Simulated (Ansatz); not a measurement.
**GaGe: a two-dimensional strain map**

Aim: for GaGe, strain the cell in the xy plane and along z independently.

Computed with Ansatz 0.2.0 (DFT LDA, scalar-relativistic, plane waves, PAW, unless a step's input says otherwise).

## (1) The system as given

It takes space group F-43m (No. 216, cubic). Conventional cell: a = 5.796 Å, b = 5.796 Å, c = 5.796 Å, α = 90.00°, β = 90.00°, γ = 90.00°. Ga (site symmetry -43m) has 4 Ge at 2.51 Å as nearest neighbours. Around Ge (site symmetry -43m) lie 4 Ga at 2.51 Å.

As a file:

```cif
data_structure
_symmetry_space_group_name_H-M 'F-43m'
_symmetry_Int_Tables_number 216
_cell_length_a 5.7957
_cell_length_b 5.7957
_cell_length_c 5.7957
_cell_angle_alpha 90.000
_cell_angle_beta 90.000
_cell_angle_gamma 90.000
_cell_volume 194.68
loop_
_atom_site_label
_atom_site_type_symbol
_atom_site_symmetry_multiplicity
_atom_site_Wyckoff_symbol
_atom_site_fract_x
_atom_site_fract_y
_atom_site_fract_z
_atom_site_occupancy
Ga1 Ga 4 c 0.25000 0.25000 0.25000 1
Ge1 Ge 4 a 0.00000 0.00000 0.00000 1
```

It goes back to an entry of the Materials Project, which need not be the stable form.

The cell is taken as given, not relaxed at this level.

## (2) The reference cell

Reference values: F = -7922.2831 eV; pressure -4.21 GPa; largest force 0.000 eV/Å; gap on the mesh none (metal). It was computed beforehand with the settings of the runs below.

## (3) Setting up a two-dimensional strain map

The cell is strained by p along both x and y and by q along z, with fractional coordinates fixed.

## (4) p = -0.030, q = -0.030

File input.yaml:

```yaml
crystal:
  lattice:
    - [0.0, 2.81090868, 2.81090868]
    - [2.81090868, 0.0, 2.81090868]
    - [2.81090868, 2.81090868, 0.0]
  atoms:
    - { symbol: Ga, position: [0.75, 0.75, 0.75] }
    - { symbol: Ge, position: [0.0, 0.0, 0.0] }
basis:
  ecutwfc: 420
kpoints:
  mp_grid: { grid: [14, 14, 14] }
hamiltonian:
  xc: lda
scf:
  occupations: { method: gaussian, width: 0.15 }
output:
  forces: true
  stress: true
  eigenvalues: true
```

## (5) At p = -0.030, q = 0.000

Changes to input.yaml since step 4:

```diff
@@ -2,4 +2,4 @@
   lattice:
-    - [0.0, 2.81090868, 2.81090868]
-    - [2.81090868, 0.0, 2.81090868]
+    - [0.0, 2.81090868, 2.897844]
+    - [2.81090868, 0.0, 2.897844]
     - [2.81090868, 2.81090868, 0.0]
```

## (6) Point p = -0.030, q = 0.030

Changes to input.yaml since step 5:

```diff
@@ -2,4 +2,4 @@
   lattice:
-    - [0.0, 2.81090868, 2.897844]
-    - [2.81090868, 0.0, 2.897844]
+    - [0.0, 2.81090868, 2.98477932]
+    - [2.81090868, 0.0, 2.98477932]
     - [2.81090868, 2.81090868, 0.0]
```

## (7) p = 0.000, q = -0.030

Changes to input.yaml since step 6:

```diff
@@ -2,5 +2,5 @@
   lattice:
-    - [0.0, 2.81090868, 2.98477932]
-    - [2.81090868, 0.0, 2.98477932]
-    - [2.81090868, 2.81090868, 0.0]
+    - [0.0, 2.897844, 2.81090868]
+    - [2.897844, 0.0, 2.81090868]
+    - [2.897844, 2.897844, 0.0]
   atoms:
```

## (8) At p = 0.000, q = 0.030

Changes to input.yaml since step 7:

```diff
@@ -2,4 +2,4 @@
   lattice:
-    - [0.0, 2.897844, 2.81090868]
-    - [2.897844, 0.0, 2.81090868]
+    - [0.0, 2.897844, 2.98477932]
+    - [2.897844, 0.0, 2.98477932]
     - [2.897844, 2.897844, 0.0]
```

## (9) At p = 0.030, q = -0.030

Changes to input.yaml since step 8:

```diff
@@ -2,5 +2,5 @@
   lattice:
-    - [0.0, 2.897844, 2.98477932]
-    - [2.897844, 0.0, 2.98477932]
-    - [2.897844, 2.897844, 0.0]
+    - [0.0, 2.98477932, 2.81090868]
+    - [2.98477932, 0.0, 2.81090868]
+    - [2.98477932, 2.98477932, 0.0]
   atoms:
```

## (10) p = 0.030, q = 0.000

Changes to input.yaml since step 9:

```diff
@@ -2,4 +2,4 @@
   lattice:
-    - [0.0, 2.98477932, 2.81090868]
-    - [2.98477932, 0.0, 2.81090868]
+    - [0.0, 2.98477932, 2.897844]
+    - [2.98477932, 0.0, 2.897844]
     - [2.98477932, 2.98477932, 0.0]
```

(Steps that only read results are left out.)

Q: Predict the outcome of this session. Wanted: highest point; lowest point away from the origin.

**Answer**, as computed:

```
                         quantity                                     value
                    highest point  49.3 meV/atom at (p, q) = (0.030, 0.000)
lowest point away from the origin        -27.9 meV/atom at (-0.030, -0.030)
```

**Reading.** Of the points run, the lowest is (-0.030, -0.030), 27.9 meV/atom below the undisturbed cell, which was taken as given and not relaxed at this level.
